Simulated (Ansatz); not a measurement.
# CeO2 (fluorite): zero-pressure volume and bulk modulus with revPBE + D4

One table from this session's results is given with a row withheld; the runs are named, their logs left out.

Program: Ansatz 0.2.0. Level of theory: DFT revPBE + D4, scalar-relativistic, plane waves, PAW. These are calculated values, not measurements.

2 further runs of the same task are left out: 1 that didn't finish, 1 set aside as unsound or not needed.

### The system as given

It takes space group Fm-3m (No. 225, cubic). Conventional cell: a = 5.410 Å, b = 5.410 Å, c = 5.410 Å, α = 90.00°, β = 90.00°, γ = 90.00°. Ce (site symmetry m-3m) has 8 O at 2.34 Å as nearest neighbours. O (site symmetry -43m) has 4 Ce at 2.34 Å as nearest neighbours.

Coordinates:

```cif
data_structure
_symmetry_space_group_name_H-M 'P 1'
_symmetry_Int_Tables_number 1
_cell_length_a 3.8253
_cell_length_b 3.8253
_cell_length_c 3.8253
_cell_angle_alpha 60.000
_cell_angle_beta 60.000
_cell_angle_gamma 60.000
_cell_volume 39.58
loop_
_atom_site_label
_atom_site_type_symbol
_atom_site_fract_x
_atom_site_fract_y
_atom_site_fract_z
_atom_site_occupancy
Ce1 Ce 0.00000 0.00000 0.00000 1
O1 O 0.25000 0.25000 0.25000 1
O2 O 0.75000 0.75000 0.75000 1
```

An earlier run on this cell at PBE gave 5.60 GPa at 13.193 Å³/atom (8×8×8 mesh), mesh gap 1.99 eV. The cell is compressed at this level.

Set-up of the first run:

Input file input.yaml:

```yaml
crystal:
  lattice:
    - [0.0, 2.7048609279, 2.7048609279]
    - [2.7048609279, 0.0, 2.7048609279]
    - [2.7048609279, 2.7048609279, 0.0]
  atoms:
    - { symbol: Ce, position: [0.0, 0.0, 0.0] }
    - { symbol: O, position: [0.25, 0.25, 0.25] }
    - { symbol: O, position: [0.75, 0.75, 0.75] }
basis:
  ecutwfc: 420
  ecutrho_ratio: 4
kpoints:
  mp_grid: { grid: [8, 8, 8] }
hamiltonian:
  xc: revpbe
  dispersion: d4
scf:
  occupations: { method: gaussian, width: 0.05 }
output:
  forces: true
  stress: true
  eigenvalues: true
```

The run is started by

```
$ ansatz run input.yaml --threads 4 --pin off --max-ram 6144MiB --backend cpu --events-out ev --progress --plain --runs-dir out
```

Steps of the session up to this table: At the given cell; Stepping to 13.380 Å³/atom; Stepping to 13.349 Å³/atom; Volume × 0.98 of the new zero; Volume × 1.02 of the new zero; Volume × 0.96 of the new zero; Volume × 1.04 of the new zero.

One table of the session follows, with a row left open; its other results are not shown here.

```
volume (Å³/atom)  energy (meV/atom)  pressure (GPa)
          12.815              12.67            7.88
          13.082                  ?               ?
          13.349               0.00            0.00
          13.616               2.77           -3.34
          13.883              10.97           -6.33
```

Estimate the missing values for volume (Å³/atom) = 13.082.

Worked estimate for «energy (meV/atom)». A straight line through the neighbours (12.815, 12.67) and (13.349, 0.00) gives 12.67 + (0.00 − 12.67) × (13.082 − 12.815) / (13.349 − 12.815) = 6.33; a parabola fitted to 3 rows on both sides gives 3.30.

As computed: energy (meV/atom): 3.10; pressure (GPa): 3.73. In «energy (meV/atom)» the line misses by +3.23 and the parabola by +0.20.

volume (Å³/atom), energy (meV/atom) and a bar:
```
    12.82       12.7 ##############################
    13.08        3.1 #######
    13.35        0.0 
    13.62        2.8 #######
    13.88       11.0 ##########################
```
